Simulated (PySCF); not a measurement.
# Cu2N2 (Cu ... N2 ... Cu): the cost of one run

Computed with PySCF 2.14.0 and routines of our own; the level stands in each step. Atoms count from 0.

## 1. The starting structure

4 atoms, charge 0, high-spin multiplicity 3; geometry from: GFN2-xTB fragments, placed rigidly.

The system (radical pair across a spacer): Cu···N2···Cu. The radical centres are 5.16 Å apart; the spin sites are atom 0 (1 unpaired) and atom 1 (1 unpaired).

## 2. Magnetic exchange: CASSCF and SC-NEVPT2/def2-SVP (2,2)

The job: settings as JSON, then the geometry in Å.

```
{"job": {"kind": "cas", "basis": "def2-SVP", "active": "magnetic", "zfs": true}, "charge": 0, "high_spin_multiplicity": 3, "spin_sites": [[[0], 1], [[1], 1]]}
Cu     0.000000     0.000000    -2.578100
Cu     0.000000     0.000000     2.578100
N      0.549100    -0.000000     0.000000
N     -0.549100     0.000000    -0.000000
```

Method: CASSCF and SC-NEVPT2/def2-SVP spin states, gas phase.

Run with:

```bash
$ OMP_NUM_THREADS=1 python exch_run.py task.json out
```

This one command runs all jobs of the session in turn.

Q: Estimate the wall time and peak memory of this first job on 1 thread of Intel Xeon Platinum 8259CL at 2.50GHz, shared host.

About 8.9 s, with a peak of 0.26 GiB.
